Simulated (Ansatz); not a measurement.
# Ru (diamond type): a single-point run

The task is a single-point run on Ru (diamond type). The structure is shown as the input types it.

Method: DFT, LDA, all-electron LAPW, scalar-relativistic, in Ansatz 0.2.0.

## 1. The system as given

The structure is cubic, space group Fd-3m (No. 227). Conventional cell: a = 4.972 Å, b = 4.972 Å, c = 4.972 Å, α = 90.00°, β = 90.00°, γ = 90.00°. Ru (site symmetry -43m) has 4 Ru at 2.15 Å in its first shell of neighbours.

Structure file:

```
Ru
1.0
     0.00000    2.48617    2.48617
     2.48617    0.00000    2.48617
     2.48617    2.48617    0.00000
Ru
2
Direct
  0.87500 0.87500 0.87500
  0.12500 0.12500 0.12500
```

## 2. Running it

File input.yaml:

```yaml
crystal:
  lattice:
    - [0.0, 2.4861693204, 2.4861693204]
    - [2.4861693204, 0.0, 2.4861693204]
    - [2.4861693204, 2.4861693204, 0.0]
  atoms:
    - { symbol: Ru, position: [-0.125, -0.125, -0.125] }
    - { symbol: Ru, position: [0.125, 0.125, 0.125] }
kpoints:
  mp_grid: { grid: [13, 13, 13] }
scf:
  occupations: { method: fermi_dirac, width: 0.3 }
  n_extra_bands: 0
  max_iter: 60
hamiltonian:
  xc: lda
  pseudopotentials: { kind: all_electron, lapw: { basis_error: 0.001 } }
output:
  forces: true
  stress: true
  eigenvalues: true
  populations: true
```

Launch:

```bash
ansatz run input.yaml --threads 1 --pin off --max-ram 2048MiB --backend cpu --events-out ev --progress --plain --runs-dir out
```

What happens when this is run?

The run ended at the input check. It says: «inconsistent input (scf.n_extra_bands, scf.occupations.method): n_bands = 34 leaves no empty band above the 34 bands per channel that the deck's 68 electrons occupy ...»

Look at the input: scf.occupations.width is 0.3; scf.n_extra_bands is 0. There are no spare bands for the search of the Fermi level.

Remedy: delete scf.n_extra_bands (the default then holds) and set scf.occupations.width to 0.1.
